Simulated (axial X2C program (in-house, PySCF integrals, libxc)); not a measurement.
# A two-component session on PdF: properties at the nuclei

Aim: properties at the nuclei of PdF, with spin–orbit coupling in the Hamiltonian from the start.

Computed with an in-house X2C program for linear molecules on PySCF integrals. Level: two-component X2C with atomic mean-field terms, Pd dyall-cv3z, F dyall-av3z.

All values are calculated.

## (1) The job

The input, task.json:

```json
{"zs": [46, 9], "q": 0, "bas": ["dyall-cv3z", "dyall-av3z"], "r0": 1.84, "levels": ["PBE0", "HF", "B3LYP", "PBE", "PBE50"], "nst": 3}
```

Keys: zs atomic numbers; q charge; bas basis sets; r0 starting distance in Å; levels methods (HF also brings MP2); nst determinants followed.

Run with:

```bash
$ python soeom.py task.json out
```

Further steps of the session: Expectation values, lowest determinant; Expectation values, a higher determinant; Expectation values, a higher determinant.

Before running it: what results should come out? Wanted: lowest determinant; Eeff magnitude; Ws magnitude Pd; A∥/gI Pd; qzz Pd; higher determinant (for each run or level that gives them).

As calculated:

```
                                        quantity                                    value
                              lowest determinant  Ω = 1/2 (excess of +ω over −ω: ω = 1/2)
                    Eeff magnitude (GV/cm), PBE0                                     2.59
                     Ws magnitude Pd (kHz), PBE0                                     2.28
                            A∥/gI Pd (MHz), PBE0                                     1170
                             qzz Pd (a.u.), PBE0                                     2.27
                              higher determinant  Ω = 3/2 (excess of +ω over −ω: ω = 3/2)
Eeff magnitude (GV/cm), PBE0, higher determinant                                    0.405
 Ws magnitude Pd (kHz), PBE0, higher determinant                                   0.0705
        A∥/gI Pd (MHz), PBE0, higher determinant                                      221
         qzz Pd (a.u.), PBE0, higher determinant                                     0.55
                              higher determinant  Ω = 5/2 (excess of +ω over −ω: ω = 5/2)
Eeff magnitude (GV/cm), PBE0, higher determinant                                   0.0642
 Ws magnitude Pd (kHz), PBE0, higher determinant                                  0.00355
        A∥/gI Pd (MHz), PBE0, higher determinant                                      515
         qzz Pd (a.u.), PBE0, higher determinant                                    -4.95
```

In the first state, the effective field runs from 1.94 to 2.6 GV/cm over the mean-field levels. The expectation values come from single determinants, which for open shells can mix terms of unlike spin or miss the lowest Ω, so a determinant need not be a state. Eeff is the effective electric field on the electron dipole moment in this Ω state and Ws the scalar–pseudoscalar constant (defined with the proton number Z and per Ω); A∥ is the parallel hyperfine constant, which follows by multiplying with the nuclear g factor gI = μI/(I μN); qzz is the electric field gradient, eQq0 = 234.96 MHz × Q/barn × qzz; μ is positive if F is the positive end. The operators were transformed with the bare-nucleus X2C matrices.
